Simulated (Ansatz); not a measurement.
# Cu (fcc type): a single-point run

Aim: a sound single-point run of Cu (fcc type). The structure is shown as the input types it.

Program: Ansatz 0.2.0. Level of theory: DFT, PBE, all-electron LAPW, scalar-relativistic. These are calculated values, not measurements.

## 1. The starting structure

The structure is cubic, space group Fm-3m (No. 225). The conventional cell has a = 3.630 Å, b = 3.630 Å, c = 3.630 Å, α = 90.00°, β = 90.00°, γ = 90.00°. Cu (site symmetry m-3m) has 12 Cu at 2.57 Å as nearest neighbours.

The input asks for a charge of -4 e on the cell.

Structure file:

```
CELL_PARAMETERS angstrom
0.00000 1.81480 -1.81480
-1.81480 0.00000 1.81480
3.62960 3.62960 3.62960
ATOMIC_POSITIONS crystal
Cu 0.00000 0.00000 0.00000
Cu 0.33333 0.66667 0.33333
Cu 0.66667 0.33333 0.66667
```

## 2. Running it

Input file input.yaml:

```yaml
crystal:
  lattice:
    - [0.0, 1.8147994276, -1.8147994276]
    - [-1.8147994276, 0.0, 1.8147994276]
    - [3.6295988553, 3.6295988553, 3.6295988553]
  atoms:
    - { symbol: Cu, position: [0.0, 0.0, 0.0] }
    - { symbol: Cu, position: [0.333333333, 0.666666667, 0.333333333] }
    - { symbol: Cu, position: [0.666666667, 0.333333333, 0.666666667] }
kpoints:
  mp_grid: { grid: [15, 15, 5] }
scf:
  occupations: { method: fermi_dirac, width: 0.1 }
  max_iter: 75
hamiltonian:
  xc: pbe
  pseudopotentials: { kind: all_electron, lapw: { basis_error: 0.001 } }
output:
  forces: true
  stress: true
  eigenvalues: true
total_charge: -4
```

On the command line:

```bash
$ ansatz run input.yaml --threads 2 --pin off --max-ram 4096MiB --backend cpu --events-out ev --progress --plain --runs-dir out
```

What it wrote:

```text
LAPW: plane waves up to 8.751 Å⁻¹, error target 1.0e-3 eV per atom; small_component_spin mean_spin; Cu in spheres of 1.283 Å, 19 of its electrons in bands, Dirac shells []
Engine: ansatz 0.2.0
Pseudopotentials: kind: all_electron
Pseudopotential: Cu, LAPW, valence charge 19, Koelling and Harmon's equation, gaussian nucleus
Functional definition: PBE
  parameter kappa = 0.804
  parameter beta = 0.06672455060314922
  exchange = pbe_x(kappa = kappa, mu = beta*pi^2/3)
  correlation = pbe_c(beta = beta)
Crystal: 3 atoms, lattice volume = 35.862 Å³
Basis set: ecut = 291.78326759798665 eV, 425 PW (Γ), exchange–correlation at level 2
Bands: 37, of which v1, the nominal top of the filled ones, is band 31 counted from 1 (30 counted from 0)
Symmetry: 36 space group operations
Space group: Fm-3m (ITA 225), of the structure as read, at distance tolerance 3.3e-5 Å
k-points: 119 of 1125
Non-local potential: Cu, projectors of the file, none
Initial density: superposition of atomic densities (chi_scale 0.1, normalization cell)
Initial wavefunctions: plane waves of lowest kinetic energy (no species holds an atomic orbital)
Functional: x = pbe(κ = 0.804, μ = 0.2195149727645171), c = pbe(β = 0.06672455060314922)
iter 1 solved again at ethr=1.23e-2 eV; its pass at ethr=1.00e-1 eV (dr2=7.50e0 eV) is discarded
SCF iter   1: F=—  HF=-135125.651297 eV  |F-HF|=—  |Δ(HF+E_count)|=         —  Δρ=2.06e-1  dr2=7.51e0  ethr=1.23e-2  ⟨swp⟩=2.0  Hψ=29977  notcnv=0
preconditioner: auto → Kerker (q_TF=auto, 2.981 Å⁻¹)  [metal: Δε(μ)=0.008 eV  Ē_g=10.669 eV  σ=0.100 eV  W_gap=0.02  n_scr=10 (ndim 8)  ℏωp=37.7 eV  f_vac=0.000  D(μ)=3.07/eV (n_scr^D=36)]
iter 2 solved again at ethr=8.84e-4 eV; its pass at ethr=1.23e-2 eV (dr2=5.39e-1 eV) is discarded
SCF iter   2: F=—  HF=-135151.306995 eV  |F-HF|=—  |Δ(HF+E_count)|=    2.57e1  Δρ=6.92e-2  dr2=5.39e-1  ethr=8.84e-4  ⟨swp⟩=2.0  Hψ=25317  notcnv=0
SCF iter   3: F=—  HF=-135032.341583 eV  |F-HF|=—  |Δ(HF+E_count)|=    1.19e2  Δρ=1.64e-2  dr2=1.68e-2  ethr=8.84e-4  ⟨swp⟩=3.1  Hψ=16099  notcnv=0  defer=1
SCF iter   4: F=—  HF=-135027.961892 eV  |F-HF|=—  |Δ(HF+E_count)|=    4.38e0  Δρ=1.32e-2  dr2=4.92e-2  ethr=2.76e-5  ⟨swp⟩=3.0  Hψ=15548  notcnv=0
SCF iter   5: F=—  HF=-135028.001121 eV  |F-HF|=—  |Δ(HF+E_count)|=   3.92e-2  Δρ=4.09e-3  dr2=5.42e-3  ethr=2.76e-5  ⟨swp⟩=2.0  Hψ=12553  notcnv=0
SCF iter   6: F=—  HF=-135027.984166 eV  |F-HF|=—  |Δ(HF+E_count)|=   1.70e-2  Δρ=2.70e-3  dr2=1.82e-3  ethr=8.88e-6  ⟨swp⟩=3.0  Hψ=14713  notcnv=0
SCF iter   7: F=—  HF=-135027.972096 eV  |F-HF|=—  |Δ(HF+E_count)|=   1.21e-2  Δρ=1.51e-3  dr2=5.25e-4  ethr=2.98e-6  ⟨swp⟩=2.0  Hψ=12555  notcnv=0
SCF iter   8: F=—  HF=-135027.968613 eV  |F-HF|=—  |Δ(HF+E_count)|=   3.48e-3  Δρ=6.14e-4  dr2=7.72e-5  ethr=8.60e-7  ⟨swp⟩=2.1  Hψ=12567  notcnv=0
SCF iter   9: F=—  HF=-135027.968010 eV  |F-HF|=—  |Δ(HF+E_count)|=   6.04e-4  Δρ=1.85e-4  dr2=6.40e-6  ethr=1.27e-7  ⟨swp⟩=2.5  Hψ=12675  notcnv=0
SCF iter  10: F=—  HF=-135027.967949 eV  |F-HF|=—  |Δ(HF+E_count)|=   6.02e-5  Δρ=2.17e-5  dr2=7.66e-8  ethr=1.05e-8  ⟨swp⟩=3.0  Hψ=13435  notcnv=0
SCF iter  11: F=-135027.967948 eV  HF=-135027.967948 eV  |F-HF|=1.37e-9  |Δ(HF+E_count)|=   8.92e-7  Δρ=1.64e-6  dr2=3.70e-10  ethr=1.26e-10  ⟨swp⟩=3.0  Hψ=14206  notcnv=0
SCF 1 converged in 11 iterations: F = -135027.967948 eV  dr2 = 3.70e-10
SCF converged after 11 iterations
Free energy (F): -135027.967948 eV
Harris-Foulkes:  -135027.967948 eV  (|F-HF|=1.37e-9)
Internal energy: -135027.938597 eV  (E = F + TS)
E sigma→0 (E₀):  -135027.953273 eV
Entropy (-TS):   -0.029351 eV (-9.784 meV/atom)
Fermi energy:    21.121156 eV
--- Per-component energies (eV) ---
  E_band       = -999.134974
  E_kinetic    = 137628.853777
  E_xc         = -5582.305333
  E_electrostatic = -267074.487042  (all electrons and nuclei)
  E_smearing   = -0.029351  (= −TS)
  E_closure    = 0.000000  (closes the sum)
  E_deformation_potential = -89.267828  (in the stress; not in F)
  E_atoms      = -135091.597370  (free atoms, spherical and without spin; not in F)
  Σ components = -135027.967948   (vs F -135027.967948, Δ=0.00e0)
  Basis errors (estimates in eV, not in F): energy 1.9e-4 per atom: plane waves 1.9e-4 (9.4e-5 summed), levels above the bands 1.8e-32, relativity 7.5e-9, radial functions 2.2e-6, core shells 9.8e-12; eigenvalues (radial functions only) 6.8e-7; not estimated: angular momenta, meshes, grids; target (lapw.basis_error) 1.0e-3; muffin-tin radii Cu 1.283 Å
--- Forces (eV/Å), atoms counted from 1 ---
  atom   1  Cu     0.00000000     0.00000000     0.00000000
  atom   2  Cu     0.00000000     0.00000000     0.00000000
  atom   3  Cu    -0.00000000     0.00000000    -0.00000000
  max |Σ_I F_I| component: 2.98e-26 eV/Å
--- Stress (GPa, compression-positive) ---
       22.744782       0.416182       0.416182
        0.416182      22.744782       0.416182
        0.416182       0.416182      22.744782
  P = ⅓ Tr σ = 22.7448 GPa (227.448 kbar)
--- Band table (eV; the first three rows and the last of 119) ---
  k-point 0: bands = ["-95.3199", "-95.3093", "-95.3093", "-52.7746", "-52.7746", "-52.7048", "-52.7048", "-52.7048", "-52.7048", "-52.6922", "-52.6922", "-52.6905", "5.8479", "9.4159", "9.4159", "13.3189", "13.3189", "13.8228", "13.8228", "13.8238", "13.8895", "13.8895", "13.8895", "13.8895", "14.7403", "14.7403", "15.0762", "15.0762", "15.0762", "15.0762", "24.1572", "24.1572", "36.6520", "36.6520", "37.5535", "37.5563", "37.5563"]
  k-point 1: bands = ["-95.3193", "-95.3121", "-95.3071", "-52.7919", "-52.7525", "-52.7074", "-52.7074", "-52.7015", "-52.7015", "-52.6954", "-52.6930", "-52.6930", "6.0088", "8.2687", "10.4465", "13.3534", "13.5334", "13.7789", "13.8084", "13.8084", "13.8564", "13.8564", "13.9700", "13.9700", "14.7255", "14.7255", "14.8728", "14.8728", "15.2625", "15.2625", "21.6941", "27.0614", "36.1903", "36.6640", "37.2211", "37.3480", "37.3480"]
  k-point 2: bands = ["-95.3176", "-95.3150", "-95.3059", "-52.8013", "-52.7293", "-52.7091", "-52.7088", "-52.7088", "-52.6980", "-52.6980", "-52.6950", "-52.6950", "6.4853", "7.2550", "11.0087", "13.4959", "13.6572", "13.7606", "13.7606", "13.9359", "13.9359", "13.9773", "13.9947", "13.9947", "14.7018", "14.7018", "14.7330", "14.7330", "15.3717", "15.3717", "20.0721", "30.2488", "33.5997", "35.9365", "37.2560", "37.2560", "37.7466"]
  k-point 118: bands = ["-95.3022", "-95.3022", "-95.3022", "-52.7791", "-52.7791", "-52.7791", "-52.7534", "-52.7534", "-52.7534", "-52.7234", "-52.7234", "-52.7234", "12.4409", "12.4409", "12.4409", "12.5112", "12.5112", "12.5112", "13.2684", "13.2684", "13.2684", "14.5348", "14.5348", "14.5348", "15.3352", "15.3352", "15.3352", "19.2697", "19.2697", "19.2697", "20.6246", "20.6246", "20.6246", "26.2868", "26.2868", "26.2868", "28.2455"]
```

Run time: 26 s. Hardware: 2 threads of Intel Xeon Platinum 8488C (Sapphire Rapids), shared host; peak memory 0.69 GiB.

## 3. A second look at the input

This run ends as converged. It gives a pressure of 23 GPa, which is large; a structure far from rest gives such values too, whatever the setting.

The suspect setting: total_charge is -4. The net charge is not the one intended, so the run treats another number of electrons.

The test: delete total_charge (the default then holds).

## 4. Second run, to compare

Besides the cure, the input differs in scf.max_iter.

input.yaml, as its differences from that of step 2:

```diff
@@ -13,3 +13,2 @@
   occupations: { method: fermi_dirac, width: 0.1 }
-  max_iter: 75
 hamiltonian:
@@ -21,2 +20 @@
   eigenvalues: true
-total_charge: -4
```

On the command line:

```bash
$ ansatz run input.yaml --threads 2 --pin off --max-ram 4096MiB --backend cpu --events-out ev --progress --plain --runs-dir out
```

Excerpt of the output:

```text
[...]
Basis set: ecut = 291.78326759798665 eV, 425 PW (Γ), exchange–correlation at level 2
[...]
k-points: 119 of 1125
[...]
SCF iter   1: F=—  HF=-135105.523606 eV  |F-HF|=—  |Δ(HF+E_count)|=         —  Δρ=4.42e-2  dr2=3.33e-1  ethr=5.81e-4  ⟨swp⟩=2.3  Hψ=28856  notcnv=0
preconditioner: auto → Kerker (q_TF=auto, 2.947 Å⁻¹)  [metal: Δε(μ)=0.023 eV  Ē_g=10.224 eV  σ=0.100 eV  W_gap=0.06  n_scr=10 (ndim 8)  ℏωp=35.6 eV  f_vac=0.000  D(μ)=1.36/eV (n_scr^D=4)]
SCF iter   2: F=—  HF=-135107.819462 eV  |F-HF|=—  |Δ(HF+E_count)|=    2.30e0  Δρ=2.07e-2  dr2=5.53e-2  ethr=5.81e-4  ⟨swp⟩=3.0  Hψ=14783  notcnv=0
[...]
SCF iter   8: F=—  HF=-135102.894196 eV  |F-HF|=—  |Δ(HF+E_count)|=   5.98e-7  Δρ=1.26e-5  dr2=4.55e-8  ethr=1.66e-9  ⟨swp⟩=2.0  Hψ=11847  notcnv=0
SCF iter   9: F=-135102.894196 eV  HF=-135102.894196 eV  |F-HF|=3.20e-10  |Δ(HF+E_count)|=   4.06e-8  Δρ=2.93e-6  dr2=2.47e-9  ethr=7.99e-11  ⟨swp⟩=2.0  Hψ=11848  notcnv=0
[...]
SCF converged after 9 iterations
Free energy (F): -135102.894196 eV
[...]
E sigma→0 (E₀):  -135102.880706 eV
[...]
Fermi energy:    16.401877 eV
[...]
  P = ⅓ Tr σ = 0.0049 GPa (0.049 kbar)
[...]
```

Wall time 22 s (2 threads of Intel Xeon Platinum 8488C (Sapphire Rapids), shared host); peak memory 0.66 GiB.

| run | ending | energy change | pressure (GPa) | gap (eV) | force (eV/Å) | cycles | time |
| --- | --- | --- | --- | --- | --- | --- | --- |
| first try | converged | not comparable | 22.7 | 0.00 | 0.00 | 11 | 26 s |
| second try | converged | - | 0.0 | 0.00 | 0.00 | 9 | 22 s |

## 5. Summary of results

```
          quantity                      value
         first try   converged, 11 SCF cycles
fault in the input               wrong charge
        second try    converged, 9 SCF cycles
      total energy            -135102.8942 eV
          pressure                   0.00 GPa
   gap on the mesh  none (metal on this mesh)
     largest force                 0.000 eV/Å
```

What this shows: Both runs converge, but their results differ; on mending, the pressure goes from 22.7 to 0.0 GPa. Only the second answers the question as it was meant.
